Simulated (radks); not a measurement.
**The first electron to leave Ta²⁺**

Ta²⁺ stands in [Xe] 4f14 5d3. From which sub-shell is an electron easiest to take? Each removal is a run of its own. The parent's configuration is the lowest that an earlier search found at this level.

Program: radks (a radial shooting solver on a logarithmic mesh, Libxc functionals) version 1. Level of theory: scalar-relativistic Kohn-Sham, PBEsol, spin-polarised, spherical densities, finite nucleus; open shells are filled with parallel spins first. These are calculated values, not measurements, unless marked.

3 further runs of the same task are left out: 3 set aside as unsound or not needed.

## 1. Starting point

```
element            : tantalum (Z = 73)
charge             : +2
electrons          : 71
configuration      : [Xe] 4f14 5d3
nuclear rms radius : 5.3507 fm
```

The outer shells:

Ta²⁺
```
[Xe] core
4f [↑↓][↑↓][↑↓][↑↓][↑↓][↑↓][↑↓]
5d [↑ ][↑ ][↑ ][  ][  ]
```

## 2. The parent, Ta²⁺

The parent was computed earlier with the same settings: E = -15596.836726 hartree. Its outer levels (eV):

| level | occupation | energy (eV) |
| --- | --- | --- |
| 5s up | 1 | -88.964 |
| 5s down | 1 | -87.787 |
| 5p up | 3 | -55.601 |
| 5p down | 3 | -53.952 |
| 4f up | 7 | -40.275 |
| 4f down | 7 | -39.991 |
| 5d up | 3 | -19.209 |
| 5d down | 0 | -16.900 |

## 3. Remove 5d: [Xe] 4f14 5d2

Settings of this run:

```text
Z 73
configuration [Xe] 4f14 5d2
relativity scalar-relativistic
functional pbe_sol,pbe_sol
spin polarised
nucleus finite rms 5.3507 fm
c 137.035999084
```

## 4. Remove 4f: [Xe] 4f13 5d3

Settings, as their differences from step 3:

```diff
@@ -1,3 +1,3 @@
 Z 73
-configuration [Xe] 4f14 5d2
+configuration [Xe] 4f13 5d3
 relativity scalar-relativistic
```

## 5. Remove 5p: [Kr] 4d10 4f14 5s2 5p5 5d3

Settings, as their differences from step 4:

```diff
@@ -1,3 +1,3 @@
 Z 73
-configuration [Xe] 4f13 5d3
+configuration [Kr] 4d10 4f14 5s2 5p5 5d3
 relativity scalar-relativistic
```

## 6. Remove 5s: [Kr] 4d10 4f14 5s1 5p6 5d3

Settings of this run:

```text
Z 73
configuration [Kr] 4d10 4f14 5s1 5p6 5d3
relativity scalar-relativistic
functional pbe_sol,pbe_sol
spin polarised
nucleus finite rms 5.3507 fm
c 137.035999084
```

## 7. Ion rearranged (move 5d to 6s after a removal): [Xe] 4f14 5d1 6s1

Settings of this run:

```text
Z 73
configuration [Xe] 4f14 5d1 6s1
relativity scalar-relativistic
functional pbe_sol,pbe_sol
spin polarised
nucleus finite rms 5.3507 fm
c 137.035999084
```

## 8. Ion rearranged (move 5d to 6p after a removal): [Xe] 4f14 5d1 6p1

Settings, as their differences from step 7:

```diff
@@ -1,3 +1,3 @@
 Z 73
-configuration [Xe] 4f14 5d1 6s1
+configuration [Xe] 4f14 5d1 6p1
 relativity scalar-relativistic
```

Before running it: what results should come out? Wanted: for each run, case; final configuration; Δ-SCF; −ε of the level emptied.

**Answer**, as computed:

| case | final configuration | Δ-SCF (eV) | −ε of the level emptied (eV) |
| --- | --- | --- | --- |
| remove 5d | [Xe] 4f14 5d2 | 24.443 | 19.209 |
| ion rearranged (move 5d to 6s after a removal) | [Xe] 4f14 5d1 6s1 | 26.963 | - |
| ion rearranged (move 5d to 6p after a removal) | [Xe] 4f14 5d1 6p1 | 34.531 | - |
| remove 4f | [Xe] 4f13 5d3 | 50.411 | 39.991 |
| remove 5p | [Kr] 4d10 4f14 5s2 5p5 5d3 | 60.595 | 53.952 |
| remove 5s | [Kr] 4d10 4f14 5s1 5p6 5d3 | 95.138 | 87.787 |

**Reading.** The 5d electron leaves first, at 24.443 eV; the next cheapest, 4f, costs 50.411 eV. 5d is also the highest occupied level of the parent. NIST lists 23 eV (theoretical), between the same two configurations. Open shells are spherical and high-spin; term and fine-structure splittings are not resolved. Spin-orbit splitting is averaged out at the scalar-relativistic level.
